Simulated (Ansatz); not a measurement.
# CH4Ge+ (doublet): from Hartree-Fock to the top rungs, cc-pVDZ

The task here is to estimate one member of a computed series from the others.

The runs use Ansatz 0.2.0, Gaussian basis; cc-pVDZ, core rule «outside noble gas», up to 15 orbitals frozen.

Plan: UHF; CCSD(T) on ROHF; CCSD(T) on UHF; BCCD(T) on ROHF; CISD; CCSDT(Q) on ROHF; CCSDT(Q) on UHF; CASSCF and MRCISD+Q, 9 electrons in 9 orbitals; CASSCF and NEVPT2, 9 electrons in 9 orbitals.

17 further runs of the same task are left out: 3 that didn't finish, 14 set aside as unsound or not needed.

## The system

The geometry is a PBE0/def2-TZVP stationary point (not a proven minimum) of the parent state, kept for this charge and spin. No spin-orbit coupling is included. The filled d shell of Ge may be among the frozen orbitals whatever the setting's name suggests; the logs give the count.

6 atoms, charge 1, spin multiplicity 2.

Atoms are counted from 1 here; the program's logs count them from 0.

Bond lengths: Ge1–C2 1.925 Å, Ge1–H3 1.548 Å, Ge1–H4 1.548 Å, C2–H5 1.084 Å, C2–H6 1.087 Å. Angles: C2–Ge1–H3 111.4°, C2–Ge1–H4 111.4°, H3–Ge1–H4 108.7°, Ge1–C2–H5 122.3°, Ge1–C2–H6 121.7°, H5–C2–H6 115.9°.

The first run:

in.yaml reads:

```yaml
crystal:
  periodic: [false, false, false]
  atoms:
    - {symbol: Ge, position_ang: [0.030694, 0.000000, 0.303527]}
    - {symbol: C, position_ang: [-0.061588, 0.000000, -1.618867]}
    - {symbol: H, position_ang: [-0.645657, 1.257889, 0.901692]}
    - {symbol: H, position_ang: [-0.645656, -1.257890, 0.901692]}
    - {symbol: H, position_ang: [0.825261, 0.000000, -2.241892]}
    - {symbol: H, position_ang: [-1.012086, 0.000000, -2.145491]}
basis:
  gaussian: {orbitals: cc-pVDZ}
total_charge: 1
magnetization: {spin_polarized: true, initial_magnetization: 1}
hamiltonian: {xc: hf}
output: {orbitals: {seedname: orbitals}}
```

Command:

```
$ ansatz run in.yaml --threads 1 --pin off --events-out ev --progress --plain --max-ram 2393MiB
```

Among the steps run: UHF; CCSD(T) on ROHF; CCSD(T) on UHF; BCCD(T) on ROHF; CISD; CCSDT(Q) on ROHF; CCSDT(Q) on UHF; CASSCF and MRCISD+Q, 9 electrons in 9 orbitals; CASSCF and NEVPT2, 9 electrons in 9 orbitals.

One table of the session follows, with a row left open; its other results are not shown here.

| method | from UCCSDT(Q) (kcal/mol) |
| --- | --- |
| ROHF | +150.89 |
| UHF | +148.09 |
| RMP2 | +28.13 |
| UMP2 | +28.27 |
| CISD | +15.34 |
| RCCSD | +4.39 |
| UCCSD | +4.34 |
| RCCSD(T) | +0.84 |
| UCCSD(T) | +0.84 |
| BCCD(T) | +0.83 |
| RCCSDT | +0.20 |
| UCCSDT | ? |
| RCCSDT(Q) | +0.02 |
| UCCSDT(Q) | 0 |

**Question.** Estimate the row for UCCSDT.

**Answer.** from UCCSDT(Q) (kcal/mol): +0.18. In the column «from UCCSDT(Q) (kcal/mol)» it lies between RCCSDT(Q) (+0.02) and RCCSDT (+0.20).

Not comparable, so not listed: CASSCF and NEVPT2, 9 electrons in 9 orbitals (they don't share determinant, frozen orbitals or solution with the rows shown, or repeat one).

Limits of these values: Left out of the table: CASSCF frontier, MRCISD frontier, MRCISD+Q frontier (the active space lost an orbital or holds another state than full CI finds). Restricted and unrestricted rows rest on different reference determinants; where their highest levels disagree by more than a few hundredths of an eV, they describe different states and don't form one ladder. Warnings in the runs' records: passed over end.
